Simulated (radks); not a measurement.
**Taking charge from the 5s level of Tm³⁺ in fractions**

One table from this session's results is given with a row withheld; the runs are named, their logs left out.

Program: radks (a radial shooting solver on a logarithmic mesh, Libxc functionals) version 1. Level of theory: scalar-relativistic Kohn-Sham, SCAN, spin-polarised, spherical densities, finite nucleus; open shells are filled with parallel spins first. These are calculated values, not measurements, unless marked.

**What is computed**

- element: thulium (Z = 69)
- charge: +3
- electrons: 66
- configuration: [Kr] 4d10 4f12 5s(up 1, down 1) 5p6
- nuclear rms radius: 5.2256 fm

A shell typed twice in an input gives spin up, then spin down.

The first run:

Input:

```text
Z 69
configuration [Kr] 4d10 4f12 5s1 5s1 5p6
relativity scalar-relativistic
functional scan,scan
spin polarised
nucleus finite rms 5.2256 fm
c 137.035999084
```

The run is started by

```console
python run_ks.py task.json out
```

All runs below come from this command, one after another.

Steps of the session up to this table: Start: [Kr] 4d10 4f12 5s(up 1, down 1) 5p6.

One table of the session follows, with a row left open; its other results are not shown here.

It belongs to the step «Start: [Kr] 4d10 4f12 5s(up 1, down 1) 5p6». Sizes of the orbitals, from the radial functions (bohr):

```
  level     <r>  outermost maximum (interpolated)  90 % within  nodes
  4d up  0.5698                             0.501        0.856      1
4d down  0.5707                             0.501        0.858      1
  5s up       ?                                 ?            ?      ?
5s down   1.211                              1.08         1.75      4
  5p up   1.406                              1.23         2.05      3
5p down   1.411                              1.24         2.06      3
  4f up  0.7424                             0.493         1.27      0
4f down  0.7536                             0.494         1.29      0
```

**Question.** Estimate the row for 5s up.

**Answer.** <r>: 1.204; outermost maximum (interpolated): 1.08; 90 % within: 1.73; nodes: 4. In the column «<r>» it lies between 4f down (0.7536) and 5s down (1.211).
